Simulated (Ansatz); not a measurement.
# GeSb2Te4: a trial structure relaxed

Where does GeSb2Te4 go from the start given, structure listed in a database for this formula (I-4m2, No. 119)?

Computed with Ansatz 0.2.0 (DFT PBE, scalar-relativistic, plane waves, PAW, unless a step's input says otherwise).

**1. The starting structure**

It takes space group I-4m2 (No. 119, tetragonal). The conventional cell has a = 6.119 Å, b = 6.119 Å, c = 12.103 Å, α = 90.00°, β = 90.00°, γ = 90.00°. Ge (site symmetry -4m2) is surrounded by 6 Te at 3.00 to 3.06 Å. Sb (site symmetry -4m2) has 6 Te at 3.05 to 3.06 Å as nearest neighbours. Te (site symmetry 2mm) has 3 Sb at 3.05 to 3.06 Å and 2 Ge at 3.06 Å as nearest neighbours. Around Te (site symmetry 2mm) lie 1 Ge at 3.00 Å and 3 Sb at 3.05 to 3.06 Å.

As a file:

```cif
data_structure
_symmetry_space_group_name_H-M 'P 1'
_symmetry_Int_Tables_number 1
_cell_length_a 7.4392
_cell_length_b 7.4392
_cell_length_c 7.4392
_cell_angle_alpha 131.430
_cell_angle_beta 131.430
_cell_angle_gamma 71.131
_cell_volume 226.59
loop_
_atom_site_label
_atom_site_type_symbol
_atom_site_fract_x
_atom_site_fract_y
_atom_site_fract_z
_atom_site_occupancy
Ge1 Ge 0.00000 0.00000 0.00000 1
Sb1 Sb 0.50000 0.50000 0.00000 1
Sb2 Sb 0.25000 0.75000 0.50000 1
Te1 Te 0.50162 0.00162 0.50000 1
Te2 Te 0.24816 0.24816 0.00000 1
Te3 Te 0.99838 0.49838 0.50000 1
Te4 Te 0.75184 0.75184 0.00000 1
```

(A quick probe on a coarse mesh, which set the mesh and smearing, is not shown.)

**3. The relaxation**

Contents of input.yaml:

```yaml
crystal:
  lattice:
    - [-3.059575, 3.059575, 6.051415]
    - [3.059575, -3.059575, 6.051415]
    - [3.059575, 3.059575, -6.051415]
  atoms:
    - { symbol: Ge, position: [0.0, 0.0, 0.0] }
    - { symbol: Sb, position: [0.5, 0.5, 0.0] }
    - { symbol: Sb, position: [0.25, 0.75, 0.5] }
    - { symbol: Te, position: [0.50162, 0.00162, 0.5] }
    - { symbol: Te, position: [0.248162, 0.248162, 0.0] }
    - { symbol: Te, position: [0.99838, 0.49838, 0.5] }
    - { symbol: Te, position: [0.751838, 0.751838, 0.0] }
basis:
  ecutwfc: 420
kpoints:
  mp_grid: { grid: [10, 10, 10] }
hamiltonian:
  xc: pbe
scf:
  occupations: { method: gaussian, width: 0.1 }
output:
  forces: true
  stress: true
  eigenvalues: true
relax:
  adjacent_minimum: "off"
  f_tol: 0.01
  max_steps: 80
  cell: { stress_tol: 0.05 }
```

Run with:

```
ansatz run input.yaml --threads 1 --pin off --max-ram 2560MiB --backend cpu --events-out ev --progress --plain --runs-dir out
```

**Question.** What will these runs give?

The runs gave:

Formation energies count from the elements, computed with the same settings in runs not shown here.

| quantity | value |
| --- | --- |
| cell (conventional) | a = 6.116 Å, b = 6.116 Å, c = 12.137 Å, α = 90.00°, β = 90.00°, γ = 90.00° |
| space group | I-4m2 (No. 119) |
| volume | 32.43 Å³/atom |
| gap on the mesh | none (metal) |
| formation energy from the elements | -0.008 eV/atom |

**Reading.** The space group stayed I-4m2, and from the first guess the volume went from 32.37 to 32.43 Å³/atom. Its formation energy is near zero. The runs treat Sb, Te without spin-orbit coupling.
